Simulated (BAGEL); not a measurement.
# RI-MP2/6-31G(d) (density fitting with qzvpp-jkfit, spherical functions) run of GaSiH4Cl (SMILES [SiH3][GaH][Cl])

What is the energy change on altering one bond length of GaSiH4Cl at RI-MP2/6-31G* (density fitting with qzvpp-jkfit, spherical functions)? 

The calculation is run with BAGEL 1.2.2.

## (1) The system as given

GaSiH4Cl: 7 atoms, total charge 0, spin state singlet. SMILES: `[SiH3][GaH][Cl]`. Geometry: a GFN2-xTB relaxation, a rough one for these elements and not checked as a minimum.

Bond lengths: Si1–Ga2 2.413 Å, Ga2–Cl3 2.101 Å, Si1–H4 1.474 Å, Si1–H5 1.476 Å, Si1–H6 1.472 Å, Ga2–H7 1.630 Å. Angles: Si1–Ga2–Cl3 125.2°, Si1–Ga2–H7 125.9°, Cl3–Ga2–H7 108.9°, Ga2–Si1–H4 111.6°, Ga2–Si1–H5 108.6°, Ga2–Si1–H6 112.5°, H4–Si1–H5 107.8°, H4–Si1–H6 107.9°, H5–Si1–H6 108.1°.

## (2) A single-point energy at RI-MP2/6-31G(d) (density fitting with qzvpp-jkfit, spherical functions)

mp2.json reads:

```json
{ "bagel" : [

{
  "title" : "molecule",
  "basis" : "6-31gs.json",
  "df_basis" : "qzvpp-jkfit",
  "angstrom" : true,
  "geometry" : [
    { "atom" : "Si", "xyz" : [      -0.922200,       0.560190,      -0.301100 ] },
    { "atom" : "Ga", "xyz" : [       1.012340,      -0.652810,       0.480210 ] },
    { "atom" : "Cl", "xyz" : [       2.627560,      -1.257590,      -0.718720 ] },
    { "atom" : "H", "xyz" : [      -2.035550,      -0.347720,      -0.633090 ] },
    { "atom" : "H", "xyz" : [      -0.555320,       1.293210,      -1.528140 ] },
    { "atom" : "H", "xyz" : [      -1.411840,       1.535900,       0.686270 ] },
    { "atom" : "H", "xyz" : [       1.285010,      -1.131180,       2.014550 ] }
  ]
},

{ "title" : "hf" },

{ "title" : "mp2", "ncore" : 19 }

]}
```

The basis set 6-31G* is read from a file made from the Basis Set Exchange's data (not shown).

Launch:

```sh
$ BAGEL_NUM_THREADS=1 BAGEL mp2.json > mp2.out
```

Log:

```text
* using 1 threads per process

  ===============================================================
  ===============================================================

  *** Geometry ***

  { "atom" : "Si", "xyz" : [     -1.742705,      1.058606,     -0.568997 ] },
  { "atom" : "Ga", "xyz" : [      1.913045,     -1.233632,      0.907465 ] },
  { "atom" : "Cl", "xyz" : [      4.965369,     -2.376501,     -1.358184 ] },
  { "atom" : "H", "xyz" : [     -3.846632,     -0.657096,     -1.196367 ] },
  { "atom" : "H", "xyz" : [     -1.049403,      2.443813,     -2.887766 ] },
  { "atom" : "H", "xyz" : [     -2.667991,      2.902430,      1.296862 ] },
  { "atom" : "H", "xyz" : [      2.428317,     -2.137620,      3.806948 ] },

  Number of auxiliary basis functions:      594

  Since a DF basis is specified, we compute 2- and 3-index integrals:
    o Being stored without compression. Storage requirement is 0.027 GB

  Number of basis functions:       76
  Number of electrons      :       66

    * METHOD: MOLECULE                             0.41

  *** RHF ***

  === Nuclear Repulsion ===
   311.4918816581

      * DIIS with orbital gradients will be used.

  === RHF iteration (6-31gs.json) ===
      0      -2673.65068784          0.00951069           0.11
      1      -2673.71984872          0.00504921           0.10
      2      -2673.73206495          0.00130229           0.10
      3      -2673.73322334          0.00038559           0.10
      4      -2673.73333176          0.00004882           0.10
      5      -2673.73333460          0.00001013           0.10
      6      -2673.73333475          0.00000308           0.10
      7      -2673.73333477          0.00000069           0.10
      8      -2673.73333477          0.00000023           0.10
      9      -2673.73333477          0.00000007           0.10
     10      -2673.73333477          0.00000002           0.10
     11      -2673.73333477          0.00000001           0.10
    * SCF iteration converged.

    * Permanent dipole moment:
           (    0.739005,    -0.322409,    -0.284934) a.u.

    * METHOD: HF                                   1.48

  *** RHF ***

  === Nuclear Repulsion ===
   311.4918816581

      * DIIS with orbital gradients will be used.

  === RHF iteration (6-31gs.json) ===
      0      -2673.73333477          0.00000000           0.10
    * SCF iteration converged.

    * Permanent dipole moment:
           (    0.739005,    -0.322409,    -0.284934) a.u.

  === DF-MP2 calculation ===

    * freezing 19 orbitals
    * 3-index integral transformation done
    * assembly done

      MP2 correlation energy:   -0.4404647551      0.03

      MP2 total energy:       -2674.1737995232

    * METHOD: MP2                                  0.25

  ===============================================================
```

Run time: 2.3 s. Hardware: 1 thread of Arm Neoverse V1, shared host; peak memory 0.14 GiB.

## (3) The distorted shape

job.json reads:

```json
{ "bagel": [

{
  "title": "molecule",
  "basis": "6-31gs.json",
  "df_basis": "qzvpp-jkfit",
  "angstrom": true,
  "geometry": [
    { "atom": "Si", "xyz": [      -0.031557,       1.286488,      -0.035519 ] },
    { "atom": "Ga", "xyz": [       1.902983,       0.073488,       0.745791 ] },
    { "atom": "Cl", "xyz": [       3.518203,      -0.531292,      -0.453139 ] },
    { "atom": "H", "xyz": [      -2.035550,      -0.347720,      -0.633090 ] },
    { "atom": "H", "xyz": [       0.335323,       2.019508,      -1.262559 ] },
    { "atom": "H", "xyz": [      -0.521197,       2.262198,       0.951851 ] },
    { "atom": "H", "xyz": [       2.175653,      -0.404882,       2.280131 ] }
  ]
},

{ "title": "hf" },

{ "title": "mp2", "ncore": 19 }

]}
```

The basis set 6-31G* is read from a file made from the Basis Set Exchange's data (not shown).

Launch:

```sh
$ BAGEL_NUM_THREADS=1 BAGEL job.json > job.out
```

Log:

```text
* using 1 threads per process

  ===============================================================
  ===============================================================

  *** Geometry ***

  { "atom" : "Si", "xyz" : [     -0.059634,      2.431110,     -0.067121 ] },
  { "atom" : "Ga", "xyz" : [      3.596117,      0.138872,      1.409341 ] },
  { "atom" : "Cl", "xyz" : [      6.648440,     -1.003996,     -0.856309 ] },
  { "atom" : "H", "xyz" : [     -3.846632,     -0.657096,     -1.196367 ] },
  { "atom" : "H", "xyz" : [      0.633669,      3.816317,     -2.385891 ] },
  { "atom" : "H", "xyz" : [     -0.984920,      4.274935,      1.798738 ] },
  { "atom" : "H", "xyz" : [      4.111388,     -0.765116,      4.308823 ] },

  Number of auxiliary basis functions:      594

  Since a DF basis is specified, we compute 2- and 3-index integrals:
    o Being stored without compression. Storage requirement is 0.027 GB

  Number of basis functions:       76
  Number of electrons      :       66

    * METHOD: MOLECULE                             0.41

  *** RHF ***

  === Nuclear Repulsion ===
   307.7089389541

      * DIIS with orbital gradients will be used.

  === RHF iteration (6-31gs.json) ===
      0      -2673.50029809          0.01037570           0.11
      1      -2673.58076781          0.00560430           0.10
      2      -2673.59809920          0.00126423           0.10
      3      -2673.59934865          0.00045670           0.10
      4      -2673.59950369          0.00006433           0.10
      5      -2673.59951040          0.00001864           0.10
      6      -2673.59951103          0.00000623           0.10
      7      -2673.59951111          0.00000196           0.10
      8      -2673.59951111          0.00000079           0.10
      9      -2673.59951112          0.00000026           0.10
     10      -2673.59951112          0.00000008           0.10
     11      -2673.59951112          0.00000003           0.10
     12      -2673.59951112          0.00000001           0.10
    * SCF iteration converged.

    * Permanent dipole moment:
           (    0.004481,    -0.736963,    -0.494829) a.u.

    * METHOD: HF                                   1.58

  *** RHF ***

  === Nuclear Repulsion ===
   307.7089389541

      * DIIS with orbital gradients will be used.

  === RHF iteration (6-31gs.json) ===
      0      -2673.59951112          0.00000000           0.10
    * SCF iteration converged.

    * Permanent dipole moment:
           (    0.004481,    -0.736963,    -0.494828) a.u.

  === DF-MP2 calculation ===

    * freezing 19 orbitals
    * 3-index integral transformation done
    * assembly done

      MP2 correlation energy:   -0.4545988017      0.03

      MP2 total energy:       -2674.0541099170

    * METHOD: MP2                                  0.25

  ===============================================================
```

Wall time 2.4 s (1 thread of Arm Neoverse V1, shared host); peak memory 0.14 GiB.

## (4) Results

Level: RI-MP2/6-31G* (density fitting with qzvpp-jkfit, spherical functions), 19 core orbitals frozen.

| quantity | value |
| --- | --- |
| first shape: total energy | -2674.17380 Eh |
| first shape: correlation energy (19 core orbitals frozen) | -440.5 mEh |
| distorted shape: total energy | -2674.05411 Eh |
| distorted shape: correlation energy (19 core orbitals frozen) | -454.6 mEh |
| energy change with the Si1–H4 bond stretched from 1.474 to 2.654 Å | 3.257 eV |

What this shows: With the Si1–H4 bond stretched from 1.474 to 2.654 Å the energy rises by 3.26 eV (314 kJ/mol). The first shape isn't relaxed at this level, so the change isn't measured from a minimum. A restricted reference can't describe the breaking bond well at this length.
